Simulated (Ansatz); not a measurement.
# Cl2GaH6NSi2: the cost of one run

Program: Ansatz 0.2.0, Gaussian basis. Level of theory: RKS PBE0-D4/def2-TZVP. These are calculated values, not measurements.

The runs, in order: relaxation at PBE0-D4/def2-TZVP; harmonic vibrations at the same level; a single point in def2-TZVPP for the fields.

## Step 1: Where the work starts

SMILES `[SiH3][N]([SiH3])[Ga]([Cl])[Cl]`, 12 atoms, charge 0, spin multiplicity 1.

Atoms are counted from 1 here; the program's logs count them from 0.

Bond lengths: Si1–N2 1.740 Å, Si1–H7 1.471 Å, Si1–H8 1.478 Å, Si1–H9 1.462 Å, N2–Si3 1.741 Å, N2–Ga4 1.877 Å, Si3–H10 1.479 Å, Si3–H11 1.462 Å, Si3–H12 1.471 Å, Ga4–Cl5 2.083 Å, Ga4–Cl6 2.076 Å. Angles: N2–Si1–H7 111.5°, N2–Si1–H8 105.2°, N2–Si1–H9 106.4°, H7–Si1–H8 109.5°, H7–Si1–H9 111.2°, H8–Si1–H9 112.9°, Si1–N2–Si3 123.9°, Si1–N2–Ga4 115.1°, Si3–N2–Ga4 115.2°, N2–Si3–H10 104.9°, N2–Si3–H11 106.3°, N2–Si3–H12 111.7°, H10–Si3–H11 112.9°, H10–Si3–H12 109.6°, H11–Si3–H12 111.2°, N2–Ga4–Cl5 120.8°, N2–Ga4–Cl6 117.4°, Cl5–Ga4–Cl6 121.8°.

As a file:

```
Si   -0.3116   -1.6931   -0.1892
N     0.0259   -0.0481    0.2672
Si    1.5774    0.7157    0.0681
Ga   -1.4485    1.1126    0.2116
Cl   -1.9713    2.0910   -1.5517
Cl   -2.5215    1.3789    1.9689
H    -0.2620   -1.8679   -1.6490
H    -1.6837   -1.9556    0.2926
H     0.6928   -2.5198    0.4769
H     1.4427    2.0295    0.7331
H     2.5507   -0.1566    0.7225
H     1.9091    0.9134   -1.3512
```

The start is a GFN2-xTB geometry.

## Step 2: Optimising with PBE0-D4/def2-TZVP

File in.yaml:

```yaml
crystal:
  periodic: [false, false, false]
  atoms:
    - {symbol: Si, position_ang: [-0.311640, -1.693080, -0.189160]}
    - {symbol: N, position_ang: [0.025930, -0.048070, 0.267250]}
    - {symbol: Si, position_ang: [1.577350, 0.715670, 0.068070]}
    - {symbol: Ga, position_ang: [-1.448540, 1.112570, 0.211630]}
    - {symbol: Cl, position_ang: [-1.971280, 2.091040, -1.551750]}
    - {symbol: Cl, position_ang: [-2.521470, 1.378880, 1.968910]}
    - {symbol: H, position_ang: [-0.261950, -1.867940, -1.649000]}
    - {symbol: H, position_ang: [-1.683730, -1.955560, 0.292640]}
    - {symbol: H, position_ang: [0.692790, -2.519800, 0.476940]}
    - {symbol: H, position_ang: [1.442660, 2.029490, 0.733130]}
    - {symbol: H, position_ang: [2.550730, -0.156630, 0.722530]}
    - {symbol: H, position_ang: [1.909150, 0.913420, -1.351200]}
basis:
  gaussian: {orbitals: def2-TZVP}
hamiltonian: {xc: pbe0, dispersion: d4}
relax: {f_tol: 0.005, max_steps: 150}
```

The run is started by

```sh
> ansatz run in.yaml --threads 4 --pin off --events-out ev --progress --plain --max-ram 11315MiB
```

**Question.** How long does this run take on 4 threads of Arm Neoverse V2, shared host, and how much memory does it need?

About 5.6 min, with a peak of 1.2 GiB.
